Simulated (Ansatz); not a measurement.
# Pt (Pt, bcc): the cost of one run

Program: Ansatz 0.2.0. Level of theory: DFT r2SCAN, plane waves (500 eV) with PAW, scalar-relativistic; the PAW data stem from PBE, with regenerated cores. These are calculated values, not measurements.

## (1) Starting point

The structure is cubic, space group Im-3m (No. 229). Conventional cell: a = 3.114 Å, b = 3.114 Å, c = 3.114 Å, α = 90.00°, β = 90.00°, γ = 90.00°. Around Pt (site symmetry m-3m) lie 8 Pt at 2.70 Å.

Structure file:

```
Pt
1.0
    -1.55688    1.55688    1.55688
     1.55688   -1.55688    1.55688
     1.55688    1.55688   -1.55688
Pt
1
Cartesian
  0.0000 0.0000 0.0000
```

The atoms start with moments of +1 μB.

## (2) Relaxing cell and atoms

File input.yaml:

```yaml
crystal:
  lattice:
    - [-1.5568832667, 1.5568832667, 1.5568832667]
    - [1.5568832667, -1.5568832667, 1.5568832667]
    - [1.5568832667, 1.5568832667, -1.5568832667]
  atoms:
    - { symbol: Pt, position: [0.0, 0.0, 0.0], spin: 1.0 }
hamiltonian:
  xc: r2scan
  pseudopotentials:
    kind: paw
    azcp:
      Pt: "pseudopotentials/Pt.paw.azcp"
basis:
  ecutwfc: 500
  fft_grid_basis: typed
kpoints:
  mp_grid: { grid: [14, 14, 14], shift: [0, 0, 0] }
magnetization:
  spin_polarized: true
scf:
  occupations: { method: fermi_dirac, width: 0.05 }
relax:
  max_steps: 60
  f_tol: 0.01
  cell: {}
```

**Question.** How long does this run take on 2 threads of an x86-64 CPU, shared host, and how much memory does it need?

About 13 s, with a peak of 0.37 GiB.
